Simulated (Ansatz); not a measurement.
# AlBrH4OSi: the cost of one run

Computed with Ansatz 0.2.0, Gaussian basis. Level: the settings change from run to run.

### 1 The relaxed structure

The geometry comes from an earlier relaxation with PBE0-D4 in a triple-zeta def2 set; it is a stationary point, not always the lowest conformer.

SMILES `[SiH3][O][AlH][Br]`, 8 atoms, charge 0, spin multiplicity 1.

Atoms are counted from 1 here; the program's logs count them from 0.

Bond lengths: Si1–O2 1.631 Å, Si1–H5 1.487 Å, Si1–H6 1.486 Å, Si1–H7 1.486 Å, O2–Al3 1.672 Å, Al3–Br4 2.248 Å, Al3–H8 1.565 Å. Angles: O2–Si1–H5 110.7°, O2–Si1–H6 109.4°, O2–Si1–H7 109.3°, H5–Si1–H6 109.1°, H5–Si1–H7 109.1°, H6–Si1–H7 109.2°, Si1–O2–Al3 160.4°, O2–Al3–Br4 118.5°, O2–Al3–H8 120.7°, Br4–Al3–H8 120.8°.

Coordinates:

```xyz
8
AlBrH4OSi
Si    0.25024    1.42964   -0.01945
O     0.22530   -0.16497    0.32211
Al   -0.13532   -1.79427    0.21035
Br   -1.48388   -2.48196   -1.45212
H    -0.43427    1.70144   -1.31082
H    -0.43915    2.17765    1.06356
H     1.65949    1.89103   -0.11052
H     0.44979   -2.81565    1.24109
```

### 2 CCSD/def2-TZVPD

This run has atoms shaken by 0.15 Å.

in.yaml

```yaml
crystal:
  periodic: [false, false, false]
  atoms:
    - {symbol: Si, position_ang: [0.357570, 1.506718, 0.118432]}
    - {symbol: O, position_ang: [0.430305, -0.176423, 0.332368]}
    - {symbol: Al, position_ang: [-0.220021, -2.004096, 0.243692]}
    - {symbol: Br, position_ang: [-1.497447, -2.224756, -1.359641]}
    - {symbol: H, position_ang: [-0.310078, 1.642198, -1.350918]}
    - {symbol: H, position_ang: [-0.421455, 2.082898, 0.956300]}
    - {symbol: H, position_ang: [1.756358, 1.697923, -0.149269]}
    - {symbol: H, position_ang: [0.315915, -2.750289, 1.151988]}
basis:
  gaussian: {orbitals: def2-TZVPD}
hamiltonian: {xc: {name: HF}}
correlation: {method: ccsd}
```

Command:

```sh
> ansatz run in.yaml --threads 4 --pin off --events-out ev --progress --plain --max-ram 10444MiB
```

**Question.** How long does this run take on 4 threads of Arm Neoverse V2, shared host, and how much memory does it need?

About 35 s, with a peak of 3.2 GiB.
